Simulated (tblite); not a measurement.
# F7H3Si: the cost of one run

Programs: tblite 0.8.0 and PySCF 2.14.0. All values are calculated, for the isolated system unless a continuum is named. Atoms count from 0, parts from 1.

## 1. The system as given

11 atoms, charge 0, multiplicity 1; geometry: rigid parts in contact. Parts: 1 = atoms 0–4, `F[Si](F)(F)F`, charge 0; 2 = atoms 5–6, `F`, charge 0; 3 = atoms 7–8, `F`, charge 0; 4 = atoms 9–10, `F`, charge 0.

## 2. Docking the parts with GFN2-xTB

The job: settings as JSON, then the geometry in Å.

```
{"job": {"kind": "dock", "xc": "GFN2-xTB", "basis": "xTB"}, "charge": 0, "multiplicity": 1, "parts": [{"atoms": "0-4", "charge": 0, "multiplicity": 1}, {"atoms": "5-6", "charge": 0, "multiplicity": 1}, {"atoms": "7-8", "charge": 0, "multiplicity": 1}, {"atoms": "9-10", "charge": 0, "multiplicity": 1}]}
F      1.501317    -0.231266    -0.360447
Si    -0.013508    -0.061401     0.018093
F     -0.219475     1.449489     0.398523
F     -0.886832    -0.454308    -1.218150
F     -0.448241    -0.981355     1.205022
F      0.051522     2.369208    -2.277877
H      0.010650     2.812874    -1.458278
F      3.866084    -1.881888    -0.011993
H      3.135529    -1.301953    -0.068781
F      1.738657     0.658420     2.192197
H      1.982886     1.196666     2.914031
```

With the program's defaults for keys left out, this is: GFN2-xTB search for minima from random contacts, gas phase.

Started as:

```sh
OMP_NUM_THREADS=1 python cluster_run.py task.json out
```

The driver reads the jobs from task.json and runs them one after another.

Q: Estimate the wall time of this first job on 1 thread of Arm Neoverse N1, shared host.

About 5.2 s.
